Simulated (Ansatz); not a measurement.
# C2H5GeN: the cost of one run

Method: the settings change from run to run; program: Ansatz 0.2.0, Gaussian basis.

## Step 1: The relaxed structure

The structure was relaxed beforehand with PBE0-D4 in a triple-zeta def2 set.

9 atoms, charge 0, spin multiplicity 1.

Atoms are counted from 1 here; the program's logs count them from 0.

Bond lengths: C1–N2 1.275 Å, C1–Ge4 1.968 Å, C1–H5 1.090 Å, N2–C3 1.474 Å, C3–Ge4 1.995 Å, C3–H6 1.092 Å, C3–H7 1.092 Å, Ge4–H8 1.542 Å, Ge4–H9 1.542 Å. Angles: N2–C1–Ge4 97.0°, N2–C1–H5 121.5°, Ge4–C1–H5 141.5°, C1–N2–C3 105.9°, N2–C3–Ge4 89.7°, N2–C3–H6 111.3°, N2–C3–H7 111.3°, Ge4–C3–H6 117.4°, Ge4–C3–H7 117.4°, H6–C3–H7 108.5°, C1–Ge4–C3 67.4°, C1–Ge4–H8 118.6°, C1–Ge4–H9 118.6°, C3–Ge4–H8 119.4°, C3–Ge4–H9 119.4°, H8–Ge4–H9 108.7°.

## Step 2: r2SCAN/aug-cc-pVTZ

Set apart from the defaults: atoms shaken by 0.08 Å, D4 dispersion.

Input file in.yaml:

```yaml
crystal:
  periodic: [false, false, false]
  atoms:
    - {symbol: C, position_ang: [-0.696890, 0.447714, -1.100363]}
    - {symbol: N, position_ang: [0.608019, 0.795349, -1.169355]}
    - {symbol: C, position_ang: [1.061608, 0.152875, 0.106660]}
    - {symbol: Ge, position_ang: [-0.799924, -0.522178, 0.707355]}
    - {symbol: H, position_ang: [-1.372391, 0.736841, -1.925143]}
    - {symbol: H, position_ang: [1.998389, -0.640114, -0.132819]}
    - {symbol: H, position_ang: [1.541662, 0.932900, 0.679236]}
    - {symbol: H, position_ang: [-0.938308, -1.943095, 0.712398]}
    - {symbol: H, position_ang: [-1.291049, 0.290765, 1.891063]}
basis:
  gaussian: {orbitals: aug-cc-pVTZ}
hamiltonian: {xc: {name: r2SCAN}, dispersion: d4}
output: {forces: true}
```

Launch:

```sh
$ ansatz run in.yaml --threads 2 --pin off --events-out ev --progress --plain --max-ram 4352MiB
```

What time and memory should one allow on 2 threads of AMD EPYC 9B45, shared host?

About 4.6 s, with a peak of 0.52 GiB.
